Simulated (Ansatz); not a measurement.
# CH₄F₂GeO: how energies converge with the basis set

The task here is to estimate one member of a computed series from the others.

Method: one geometry, several basis sets; program: Ansatz 0.2.0, Gaussian basis.

Plan: PBE0-D4/def2-SVP; ωB97M-V/def2-SVP; PBE0-D4/def2-QZVPP; ωB97M-V/def2-QZVPP; the functionals' def2-TZVPP values are taken from earlier runs.

## The geometry

The geometry comes from an earlier relaxation with PBE0-D4 in a triple-zeta def2 set; it is a stationary point, not always the lowest conformer.

9 atoms, charge 0, spin multiplicity 1.

Atoms are counted from 1 here; the program's logs count them from 0.

Bond lengths: F1–C2 1.362 Å, C2–F3 1.366 Å, C2–O4 1.331 Å, C2–H6 1.093 Å, O4–Ge5 1.817 Å, Ge5–H7 1.529 Å, Ge5–H8 1.531 Å, Ge5–H9 1.531 Å. Angles: F1–C2–F3 105.3°, F1–C2–O4 111.7°, F1–C2–H6 108.4°, F3–C2–O4 111.5°, F3–C2–H6 108.5°, O4–C2–H6 111.2°, C2–O4–Ge5 121.2°, O4–Ge5–H7 101.8°, O4–Ge5–H8 107.6°, O4–Ge5–H9 109.1°, H7–Ge5–H8 112.3°, H7–Ge5–H9 112.9°, H8–Ge5–H9 112.4°.

Coordinates:

```
F     1.42286   -1.11002    0.92383
C     1.35377   -0.24792   -0.12779
F     1.50568    0.99585    0.41648
O     0.19852   -0.35773   -0.77978
Ge   -1.36238    0.19065   -0.02740
H     2.20161   -0.44272   -0.78942
H    -2.39412   -0.57617   -0.85487
H    -1.46567    1.70519   -0.22943
H    -1.37187   -0.20354    1.45148
```

The first run:

in.yaml reads:

```yaml
crystal:
  periodic: [false, false, false]
  atoms:
    - {symbol: F, position_ang: [1.422861, -1.110017, 0.923827]}
    - {symbol: C, position_ang: [1.353765, -0.247920, -0.127787]}
    - {symbol: F, position_ang: [1.505683, 0.995849, 0.416484]}
    - {symbol: O, position_ang: [0.198520, -0.357732, -0.779781]}
    - {symbol: Ge, position_ang: [-1.362382, 0.190655, -0.027399]}
    - {symbol: H, position_ang: [2.201608, -0.442725, -0.789419]}
    - {symbol: H, position_ang: [-2.394118, -0.576165, -0.854873]}
    - {symbol: H, position_ang: [-1.465666, 1.705193, -0.229427]}
    - {symbol: H, position_ang: [-1.371871, -0.203536, 1.451475]}
basis:
  gaussian: {orbitals: def2-SVP}
hamiltonian: {xc: pbe0, dispersion: d4}
output: {orbitals: {seedname: orbitals}}
```

Command:

```bash
$ ansatz run in.yaml --threads 4 --pin off --events-out ev --progress --plain --max-ram 10444MiB
```

Among the steps run: PBE0-D4 in def2-SVP; ωB97M-V in def2-SVP; PBE0-D4 in def2-QZVPP; ωB97M-V in def2-QZVPP.

One of the session's tables, all rows but one given; the rest of the session is left out.

It belongs to the step «Functionals by basis». 

```
functional       basis  HOMO (eV)  LUMO (eV)
   PBE0-D4    def2-SVP      -9.09       0.23
   PBE0-D4  def2-TZVPP      -9.20       0.05
   PBE0-D4  def2-QZVPP      -9.22      -0.20
   ωB97M-V    def2-SVP          ?          ?
   ωB97M-V  def2-TZVPP     -11.54       1.90
   ωB97M-V  def2-QZVPP     -11.56       1.35
```

Estimate the missing values for ωB97M-V, def2-SVP.

The run gave: HOMO (eV): -11.41; LUMO (eV): 2.16. In the column «HOMO (eV)» it lies between ωB97M-V, def2-TZVPP (-11.54) and PBE0-D4, def2-QZVPP (-9.22).
